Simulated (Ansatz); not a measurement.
CH4S2Si, SMILES SC1[SiH2]S1, vertical spin-state energies

Program: Ansatz 0.2.0, Python API.

Notebook, run cell by cell (the value of a cell's last expression is shown):

In [1]:
```python
import ansatz as az

GEOMETRY = """
S     0.10350    1.75180   -0.70240
C    -0.43380    0.39870    0.19130
Si    0.79120   -0.87200    0.50830
S    -0.88080   -0.90220   -0.75400
H    -1.02580    1.86690   -1.52170
H    -1.06460    0.65480    1.03560
H     1.99110   -1.09960   -0.39810
H     0.61110   -1.85560    1.58510
"""
```

In [2]:
```python
molecule = az.Crystal.molecule()
for line in GEOMETRY.strip().splitlines():
    symbol, *xyz = line.split()
    molecule = molecule.atom(symbol, [float(v) for v in xyz])
```

In [3]:
```python
calculation = (
    molecule.calculation()
    .basis(gaussian="6-31G*")  # the orbital basis, by name
    .functional("pbe0")
)
found = {}
for unpaired in [0, 2]:
    report = calculation.spin("collinear", total=unpaired).run(threads=1).report
    s = unpaired / 2
    found[unpaired] = report["free_energy_ev"]
    print(f"2S+1 = {unpaired + 1}: E = {found[unpaired]:.5f} eV, <S^2> = {abs(report['mean_field']['state']['spin_squared']):.3f} (pure state {s * (s + 1):.2f})")
lowest = min(found, key=found.get)
for unpaired, e in found.items():
    print(f"multiplicity {unpaired + 1}: {23.060548 * (e - found[lowest]):.1f} kcal/mol above the lowest")
```
```text
2S+1 = 1: E = -30635.63009 eV, <S^2> = 0.000 (pure state 0.00)
2S+1 = 3: E = -30631.56510 eV, <S^2> = 2.007 (pure state 2.00)
multiplicity 1: 0.0 kcal/mol above the lowest
multiplicity 3: 93.7 kcal/mol above the lowest
```

In order: multiplicity 1 (+0.00 eV) and multiplicity 3 (+4.06 eV), all at the one geometry.

Caveats:
- These settings explore the input space; basis and method may be short of convergence.
- The geometry is a force-field or estimated start, not a minimum of this method, and the basis set is short of its limit. All parts are taken at fixed geometry, without zero-point energy.
- Run time: 16 s on 1 thread of Intel(R) Xeon(R) Platinum 8259CL CPU @ 2.50GHz (Skylake/Cascade Lake) (shared host), peak memory 0.29 GiB.
